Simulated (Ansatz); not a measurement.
# C₄H₂F₄: small, medium and large basis sets

The task here is to estimate one member of a computed series from the others.

Computed with Ansatz 0.2.0, Gaussian basis. Level: one geometry, several basis sets.

Levels to be run: PBE0-D4/def2-SVP; ωB97M-V/def2-SVP; PBE0-D4/def2-QZVPP; ωB97M-V/def2-QZVPP; the functionals' def2-TZVPP values are taken from earlier runs.

## Structure used throughout

The geometry comes from an earlier relaxation with PBE0-D4 in a triple-zeta def2 set; it is a stationary point, not always the lowest conformer.

SMILES `F/C=C(/F)C=C(F)F`, 10 atoms, charge 0, spin multiplicity 1.

Atoms are counted from 1 here; the program's logs count them from 0.

Bond lengths: F1–C2 1.336 Å, C2–C3 1.331 Å, C2–H9 1.081 Å, C3–F4 1.339 Å, C3–C5 1.438 Å, C5–C6 1.326 Å, C5–H10 1.081 Å, C6–F7 1.311 Å, C6–F8 1.305 Å. Angles: F1–C2–C3 120.6°, F1–C2–H9 115.0°, C3–C2–H9 124.3°, C2–C3–F4 117.2°, C2–C3–C5 125.4°, F4–C3–C5 117.5°, C3–C5–C6 126.2°, C3–C5–H10 117.1°, C6–C5–H10 116.7°, C5–C6–F7 123.0°, C5–C6–F8 126.8°, F7–C6–F8 110.2°.

Set-up of the first run:

The input, in.yaml:

```yaml
crystal:
  periodic: [false, false, false]
  atoms:
    - {symbol: F, position_ang: [0.021080, 1.427847, 2.069873]}
    - {symbol: C, position_ang: [0.520567, 0.220965, 1.791367]}
    - {symbol: C, position_ang: [0.364405, -0.314543, 0.583076]}
    - {symbol: F, position_ang: [0.892492, -1.527560, 0.378570]}
    - {symbol: C, position_ang: [-0.324065, 0.303053, -0.518063]}
    - {symbol: C, position_ang: [-0.490341, -0.215079, -1.727732]}
    - {symbol: F, position_ang: [-1.131211, 0.405090, -2.689046]}
    - {symbol: F, position_ang: [-0.064076, -1.375424, -2.145713]}
    - {symbol: H, position_ang: [1.041944, -0.258249, 2.608175]}
    - {symbol: H, position_ang: [-0.747695, 1.282600, -0.347604]}
basis:
  gaussian: {orbitals: def2-SVP}
hamiltonian: {xc: pbe0, dispersion: d4}
output: {orbitals: {seedname: orbitals}}
```

Run with:

```
> ansatz run in.yaml --threads 8 --pin off --events-out ev --progress --plain --max-ram 18278MiB
```

Among the steps run: PBE0-D4 in def2-SVP; ωB97M-V in def2-SVP; PBE0-D4 in def2-QZVPP; ωB97M-V in def2-QZVPP.

One table of the session follows, with a row left open; its other results are not shown here.

It belongs to the step «Functionals by basis». 

| functional | basis | HOMO (eV) |
| --- | --- | --- |
| PBE0-D4 | def2-SVP | -6.72 |
| PBE0-D4 | def2-TZVPP | -6.82 |
| PBE0-D4 | def2-QZVPP | -6.86 |
| ωB97M-V | def2-SVP | ? |
| ωB97M-V | def2-TZVPP | -8.92 |
| ωB97M-V | def2-QZVPP | -8.97 |

**Question.** Estimate the row for ωB97M-V, def2-SVP.

The run gave: HOMO (eV): -8.80. In the column «HOMO (eV)» it lies between ωB97M-V, def2-TZVPP (-8.92) and PBE0-D4, def2-QZVPP (-6.86).
